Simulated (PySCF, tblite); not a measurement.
# C6H6O3− (doublet): geometry, infrared bands and EPR parameters

What infrared bands and EPR parameters should C6H6O3− (doublet) (`COC1=CC=CO[C]1[O-]`) show?

Computed with tblite 0.8.0 and PySCF 2.14.0, with density-fitted response routines of our own, on a single molecule in the gas phase. Atoms are numbered from 0 throughout.

## Step 1: The starting structure

15 atoms, charge -1, multiplicity 2; geometry from: force field or distance geometry start.

Bonds of the start (Å): C0–O1 1.40, O1–C2 1.40, C2–C3 1.32, C3–C4 1.47, C4–C5 1.33, C5–O6 1.39, O6–C7 1.40, C7–O8 1.39, C7–C2 1.47, C0–H9 1.12, C0–H10 1.11, C0–H11 1.11, C3–H12 1.07, C4–H13 1.10, C5–H14 1.09.

## Step 2: Relaxing the molecule with GFN2-xTB

What the job is given:

```
{"job": {"kind": "relax", "xc": "GFN2-xTB", "basis": "xTB"}, "charge": -1, "multiplicity": 2}
C      2.481000     0.491900    -0.336500
O      1.331900     1.115500     0.177100
C      0.088500     0.480200     0.245700
C     -0.095100    -0.661700    -0.394700
C     -1.422700    -1.280900    -0.289200
C     -2.396800    -0.680900     0.389600
O     -2.209900     0.531800     1.047800
C     -0.962300     1.169600     1.011000
O     -1.033000     2.530100     0.757500
H      3.372600     1.161900    -0.284100
H      2.731500    -0.362600     0.325500
H      2.349300     0.064100    -1.350000
H      0.716800    -1.118600    -0.924000
H     -1.606800    -2.232100    -0.802600
H     -3.349400    -1.200200     0.405000
```

Launch:

```
$ OMP_NUM_THREADS=1 python probes_run.py task.json out
```

The driver reads the jobs from task.json and runs them one after another.

**Question.** This job is followed by: GFN2-xTB harmonic vibrations, gas phase; UKS B3LYP, pcH-1 on C H O, non-relativistic, mean-field spin-orbit, GIAO. Predict these results of the whole session: strongest single infrared mode (GFN2-xTB); zero-point energy (GFN2-xTB); g(iso) (B3LYP); ⟨S²⟩; largest a(iso) (averaged by class).

The runs gave:

| quantity | value |
| --- | --- |
| strongest single infrared mode (GFN2-xTB) | 1669 cm⁻¹, 790 km/mol |
| zero-point energy (GFN2-xTB) | 65.8 kcal/mol |
| g(iso) (B3LYP) | 2.00358 |
| ⟨S²⟩ | 0.762 (exact 0.75) |
| largest a(iso) (averaged by class) | 13C on C5, 35.0 MHz |

In words: Relaxing lowered the energy by 1.898 eV in 145 steps; the close pair that moved most is C7–O8, from 1.386 to 1.243 Å. No mode is imaginary among the 39: a minimum at this level. The strongest single mode, at 1669 cm⁻¹, moves mainly C7. GFN2-xTB is a fitted tight-binding method: band positions and strengths are rough. Its intensities can rank the bands wrongly. The largest spin populations lie on C5 (0.40 e), C3 (0.38 e). The isotropic g lies 1.3 ppt above the free-electron value.
